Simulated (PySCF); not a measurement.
# C6H5NO (4-pyridinecarboxaldehyde): the cost of one run

Computed with PySCF 2.14.0 and routines of our own; the level stands in each step. Atoms count from 0.

## 1. The system as given

13 atoms, charge 0, multiplicity 1; geometry from: GFN2-xTB.

## 2. Optimising the geometry at PBE0-D3(BJ)/def2-SVP

The job: settings as JSON, then the geometry in Å.

```
{"job": {"xc": "PBE0", "basis": "def2-SVP", "d3": "d3bj", "grid": 2, "kind": "geom"}, "charge": 0, "multiplicity": 1}
O      2.829480     0.971894     0.011025
C      2.136349    -0.007868    -0.053760
C      0.662281    -0.004814    -0.016655
C     -0.062126    -1.192606    -0.100974
C     -1.445842    -1.119985    -0.061825
N     -2.109796     0.017282     0.050972
C     -1.423858     1.144946     0.130631
C     -0.039737     1.194722     0.102703
H      2.575563    -1.020998    -0.150476
H      0.443505    -2.141786    -0.194551
H     -2.055617    -2.011700    -0.124394
H     -2.016071     2.045836     0.220902
H      0.501481     2.125563     0.168673
```

On the command line:

```bash
OMP_NUM_THREADS=1 python excited_run.py task.json out
```

The driver reads the jobs from task.json and runs them one after another.

**Question.** How long does this first job take on 1 thread of Arm Neoverse V2, shared host, and how much memory does it need?

About 29 s, with a peak of 0.77 GiB.
